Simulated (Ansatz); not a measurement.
# Ag: the cost of one run

All numbers are computed with the Python package of Ansatz 0.2.0. Level of theory: DFT PBEsol, plane waves, PAW.

## Step 1: The structure

Ag Fm-3m: Symmetry: Fm-3m, No. 225, cubic system. The conventional cell has a = 4.090 Å, b = 4.090 Å, c = 4.090 Å, α = 90.00°, β = 90.00°, γ = 90.00°. Around Ag (site symmetry m-3m) lie 12 Ag at 2.89 Å.

Tc Fm-3m: Symmetry: Fm-3m, No. 225, cubic system. Conventional cell: a = 3.850 Å, b = 3.850 Å, c = 3.850 Å, α = 90.00°, β = 90.00°, γ = 90.00°. Tc (site symmetry m-3m) has 12 Tc at 2.72 Å as nearest neighbours.

TcAg Imma: The structure is orthorhombic, space group Imma (No. 74). The conventional cell has a = 5.614 Å, b = 7.940 Å, c = 5.614 Å, α = 90.00°, β = 90.00°, γ = 90.00°. Ag (site symmetry 2/m) is surrounded by 6 Tc at 2.81 Å and 6 Ag at 2.81 Å. Ag (site symmetry 2/m) has 4 Ag at 2.81 Å and 8 Tc at 2.81 Å as nearest neighbours. Tc (site symmetry 2/m) is surrounded by 8 Ag at 2.81 Å and 4 Tc at 2.81 Å. Only part of the 4 independent sites is listed.

No structure file is read: the coordinates are typed or built in the script.

## Step 2: Script

File ag_random_alloy.py:

```python
'''Random Ag-Tc cells of 8 mixed sites, after relaxing atoms and volume at fixed cell shape.'''

from collections import Counter
import logging
import sys
import warnings

import ansatz as az
import numpy as np

logging.basicConfig(stream=sys.stdout, format='%(levelname)s %(message)s')
logger = logging.getLogger('ag')
logger.setLevel(logging.INFO)


def fcc(A, a):
    return (
        az.Lattice.fcc(a)
        .space_group(225)
        .atom(A, (0, 0, 0))
        .primitive()
    )

A_FIRST, A_LAST = 4.09, 3.85


def ground_state(name, crystal):
    calc = (
        crystal.calculation()
        .functional('PBEsol')
        .basis(600)
        .kpoints(spacing=0.39)
        .occupations('fermi_dirac', width=0.1)
        .band_table()
    )
    calc = calc.relax(force_tolerance=0.01, fix_cell=['shape'])
    return calc.run(threads=1)


def volume_per_atom(outcome):
    return abs(np.linalg.det(outcome.lattice.cell_ang)) / len(outcome.lattice.sites)


def counts(outcome):
    return Counter(site.symbol for site in outcome.lattice.sites)

warnings.simplefilter('ignore')

phases = {'Ag': fcc('Ag', A_FIRST), 'Tc': fcc('Tc', A_LAST)}
for k in [4]:
    a = A_FIRST + (A_LAST - A_FIRST) * k / 8
    supercell = fcc('Ag', a).supercell(2).resolved()
    for seed in [62, 10]:
        drawn = supercell.site_disorder().occupy('Ag', Ag=8 - k, Tc=k).random(seed=seed)
        phases[f'Ag{8 - k}Tc{k} seed {seed}'] = drawn.crystal

done = {}
for name, crystal in phases.items():
    done[name] = ground_state(name, crystal)
    logger.info(f'{name}: {done[name].report["energy_sigma0_ev"]:.4f} eV, {len(done[name].lattice.sites)} atoms')

# mixing quantities against the straight line between the end members, both on this lattice
x = {name: counts(o)['Tc'] / (counts(o)['Ag'] + counts(o)['Tc']) for name, o in done.items()}
first, last = min(x, key=x.get), max(x, key=x.get)
energy = {name: o.report['energy_sigma0_ev'] / len(o.lattice.sites) for name, o in done.items()}
volume = {name: volume_per_atom(o) for name, o in done.items()}
rows = []
for name in sorted(done, key=x.get):
    line = lambda table: (1 - x[name]) * table[first] + x[name] * table[last]
    rows.append((name, x[name], 1000 * (energy[name] - line(energy)), volume[name], 100 * (volume[name] / line(volume) - 1)))
logger.info('      cell       x(Tc)  E_mix (meV/atom)  V (A^3/atom)  excess V (%)')
for row in rows:
    logger.info(f'{str(row[0]):>10}  {row[1]:10.3f}  {row[2]:+16.1f}  {row[3]:12.3f}  {row[4]:+12.2f}')
```

## Step 3: The input behind the calls

The engine receives this input (first run):

```yaml
crystal:
  lattice:
    bravais: fcc
    a: 4.09
  space_group: 225
  atoms:
    - { symbol: Ag, position: [0.0, 0.0, 0.0] }
  reduce_to_primitive: true
basis:
  ecutwfc: 600.0
kpoints:
  mp_grid:
    kspacing: 0.39
hamiltonian:
  xc: pbesol
scf:
  occupations:
    method: fermi_dirac
    width: 0.1
relax:
  f_tol: 0.01
  cell:
    fix: [shape]
output:
  eigenvalues: true
```

## Step 4: The run

Run with:

```sh
python ag_random_alloy.py
```

What time and memory should one allow on 1 thread of Arm Neoverse V2, shared host?

About 4.1 min, with a peak of 0.67 GiB.
